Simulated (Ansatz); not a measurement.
Runs of Ansatz 0.2.0 on BiTe. Symmetry: Fm-3m, No. 225, cubic system. Conventional cell: a = 6.470 Å, b = 6.470 Å, c = 6.470 Å, α = 90.00°, β = 90.00°, γ = 90.00°. Bi (site symmetry m-3m) is surrounded by 6 Te at 3.23 Å. Te (site symmetry m-3m) has 6 Bi at 3.23 Å as nearest neighbours. 

```tsv
task	level	spin	cell	k mesh	cutoff (eV)	points for each segment of the path	gap on the mesh (eV)	pressure (GPa)	relaxed volume (Å³/atom)
band structure	r2SCAN	off	as given	7 × 7 × 7	500	14	none	(a)	-
relaxation of cell and atoms	revPBE	off	relaxed	7 × 7 × 7	420	-	none	0.0	35.21
band structure	BLYP	off	as given	7 × 7 × 7	420	14	none	4.5	-
band structure	RPBE	off	as given	7 × 7 × 7	420	14	none	2.2	-
band structure	r2SCAN	SOC, no magnetisation	as given	5 × 5 × 5	500	14	none	2.0	-
relaxation of cell and atoms	BLYP	off	relaxed	7 × 7 × 7	420	-	none	0.0	37.25
band structure	revPBE	off	as given	7 × 7 × 7	420	14	none	(c)	-
band structure	PBEsol	SOC, no magnetisation	as given	5 × 5 × 5	420	14	none	(b)	-
```

Alike in all rows: potentials or basis Ansatz PAW; smearing fermi-dirac 0.05 eV.

Q: Fill in the values left out.

A: (a) 0.1; (b) 0.2; (c) 1.9.

Caveats: the PAW data sets come from PBE, with cores solved anew for the run's functional, which leaves a small shift of forces and pressure; spin-orbit coupling is left out, which moves the levels of the heavy elements (some runs); the plane-wave basis is chosen anew once the cell has moved, so the energies of steps on either side of that aren't comparable (some runs); the volume moved by +10 % from the deposited cell, more than functionals usually miss (some runs).

A k mesh can miss the band edges, and rows without SOC leave out spin-orbit coupling on Bi, Te.

A gap of «none» marks a metal or a gap under the smearing width.

Runs at the PBE level aren't shown here.
